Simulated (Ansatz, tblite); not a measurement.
# The cluster LiB7−: a ladder of methods and basis sets

How do method and basis change the picture of the cluster LiB7− (doublet)?

The runs use Ansatz 0.2.0, Gaussian basis; as each input shows.

Plan: GFN1-xTB, GFN2-xTB, PBE-D4/def2-TZVPD, r2SCAN-D4/def2-TZVPD, ωB97X-V/def2-TZVPD, B3LYP-D4/def2-TZVPD, B97M-V/def2-TZVPD, HF/STO-3G, CCSD(T)/def2-SVPD, MP2/def2-TZVPD.

2 further runs of the same task are left out: 2 set aside as unsound or not needed. Runs told in other sessions of the task aren't counted.

## Step 1: The relaxed structure

The geometry is that of the doublet, from an earlier relaxation (B3LYP-D4/def2-SVPD). At that level it is the lowest of the isomers that a small search found.

8 atoms, charge -1, spin multiplicity 2.

Bond lengths: Li1–B2 2.289 Å, Li1–B3 2.290 Å, Li1–B4 2.289 Å, Li1–B5 2.169 Å, Li1–B6 2.335 Å, Li1–B7 2.290 Å, Li1–B8 2.334 Å, B2–B4 1.641 Å, B2–B5 1.681 Å, B2–B6 1.589 Å, B3–B5 1.681 Å, B3–B7 1.641 Å, B3–B8 1.589 Å, B4–B5 1.681 Å, B4–B8 1.588 Å, B5–B6 1.698 Å, B5–B7 1.681 Å, B5–B8 1.699 Å and more. Angles: B2–Li1–B3 88.4°, B2–Li1–B4 42.0°, B2–Li1–B5 44.2°, B2–Li1–B6 40.2°, B2–Li1–B7 73.4°, B2–Li1–B8 74.6°, B3–Li1–B4 73.4°, B3–Li1–B5 44.2°, B3–Li1–B6 74.6°, B3–Li1–B7 42.0°, B3–Li1–B8 40.2°, B4–Li1–B5 44.2°, B4–Li1–B6 74.6°, B4–Li1–B7 88.4°, B4–Li1–B8 40.2°, B5–Li1–B6 44.1°, B5–Li1–B7 44.2°, B5–Li1–B8 44.1° and more.

The ion is computed in the gas phase, without counter-ions or solvent.

PBE0-D4/def2-TZVPD was run before; its log isn't repeated, and its numbers join the tables.

## Step 2: GFN1-xTB

Tight binding, by tblite at 300 K electronic temperature and without a spin-polarisation term:

```python
tblite.interface.Calculator('GFN1-xTB', numbers, positions, charge=-1, uhf=1).singlepoint()
```

Energy -277.3033 eV; 0.004 s.

## Step 3: GFN2-xTB

Tight binding, by tblite at 300 K electronic temperature and without a spin-polarisation term:

```python
tblite.interface.Calculator('GFN2-xTB', numbers, positions, charge=-1, uhf=1).singlepoint()
```

Energy -232.3885 eV; 0.006 s.

## Step 4: PBE-D4/def2-TZVPD

start.molden holds the orbitals of an earlier run on this state, given as this run's starting guess.

File in.yaml:

```yaml
crystal:
  periodic: [false, false, false]
  atoms:
    - {symbol: Li, position_ang: [0.700400, 0.744111, 1.112961]}
    - {symbol: B, position_ang: [0.959612, -1.279639, 0.074531]}
    - {symbol: B, position_ang: [-1.080634, 1.150906, -0.267179]}
    - {symbol: B, position_ang: [1.284319, -0.044292, -0.955076]}
    - {symbol: B, position_ang: [-0.305169, -0.324279, -0.484944]}
    - {symbol: B, position_ang: [-0.398638, -1.304594, 0.898598]}
    - {symbol: B, position_ang: [-1.405725, -0.084337, 0.762747]}
    - {symbol: B, position_ang: [0.245826, 1.142114, -1.141629]}
basis:
  gaussian: {orbitals: def2-TZVPD, initial_orbitals: start.molden}
total_charge: -1
magnetization: {spin_polarized: true, initial_magnetization: 1}
hamiltonian: {xc: pbe, dispersion: d4}
scf: {omitted_lower_state_checks: [starts]}
output: {forces: true, orbitals: {seedname: orbitals}}
```

Run with:

```
$ ansatz run in.yaml --threads 4 --pin off --events-out ev --progress --plain --max-ram 4787MiB
```

The runs that follow: r2SCAN-D4/def2-TZVPD; ωB97X-V/def2-TZVPD; B3LYP-D4/def2-TZVPD; B97M-V/def2-TZVPD; HF/STO-3G; CCSD(T)/def2-SVPD; MP2/def2-TZVPD.

Q: Predict the results of all the runs planned. Wanted: gap in def2-TZVPD, named functionals, smallest and largest; correlation energy, CCSD(T)/def2-SVPD; correlation energy, MP2/def2-TZVPD; ⟨S²⟩ in def2-TZVPD, named functionals, smallest and largest.

**Answer**, as computed:

| quantity | value |
| --- | --- |
| gap in def2-TZVPD, named functionals, smallest and largest | 0.39 eV (PBE-D4), 5.45 eV (ωB97X-V) |
| correlation energy, CCSD(T)/def2-SVPD | -19.20 eV |
| correlation energy, MP2/def2-TZVPD | -20.64 eV |
| ⟨S²⟩ in def2-TZVPD, named functionals, smallest and largest | 0.789, 0.906 |

Over the named functionals in def2-TZVPD the gap runs from 0.39 eV (PBE-D4) to 5.45 eV (ωB97X-V); exact exchange widens it. Over the named functionals in def2-TZVPD spin contamination reaches 0.16 (r2SCAN-D4). Notes on CCSD(T)/def2-SVPD: spin contamination.

The anion's highest level is positive in at least one run, so there the basis alone may hold the extra electron.
